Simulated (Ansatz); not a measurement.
Crystal: Co2Pd.

```xyz
3
Lattice="2.6379 0.0000 0.0000 -1.3190 2.2845 0.0000 0.0000 0.0000 6.3193" Properties=species:S:1:pos:R:3 pbc="T T T"
Pd    0.0000    0.0000    0.0000
Co    1.3190    0.7615    2.2104
Co    0.0000    1.5230    4.1090
```

The cell comes from a database or a generator and needn't be the stable form of this composition.

```yaml
Program: Ansatz 0.2.0
Task: single point
Functional: PBEsol
Potentials_or_basis: Ansatz PAW
Cutoff: "420 eV (not typed: the program's choice for these potentials)"
k_mesh: 12 × 12 × 4
Occupations: fermi-dirac, width 0.05 eV
Spin: collinear spin, ferromagnetic start
Starting_moments: "[0.0, 2.0, 2.0] μB"
```

On this cell: pressure -10.5 GPa; largest force 0.044 eV/Å; net moment 3.80 μB per cell; site moments Pd +0.24; Co +1.85 μB; band gap on the k mesh none (metal or under the smearing width).

The same run follows on a disturbed copy (atoms moved at random, drawn with an rms of 0.05 Å):

```
Pd Co
1.0
     2.63793    0.00000    0.00000
    -1.31897    2.28451    0.00000
     0.00000    0.00000    6.31934
Pd Co
1 2
Direct
  0.97516 0.99542 0.00623
  0.66511 0.33049 0.34439
  0.31833 0.67640 0.64656
```

Task: What changes?

Result: The energy (extrapolated to zero smearing) moves by +8.0 meV/atom; pressure -10.1 GPa; largest force 0.538 eV/Å; net moment 3.80 μB per cell; site moments Pd +0.24; Co +1.85, +1.86 μB; band gap on the k mesh none (metal or under the smearing width).

Forces on the atoms (eV/Å):
```
Pd   0.068  0.022 -0.534
Co  -0.146  0.045  0.422
Co   0.078 -0.068  0.112
```

Stress tensor (GPa, compression positive):
```
-10.51  -0.02   0.10
 -0.02 -10.39  -0.15
  0.10  -0.15  -9.45
```

Caveats: the PAW data sets come from PBE, with cores solved anew for the run's functional, which leaves a small shift of forces and pressure.
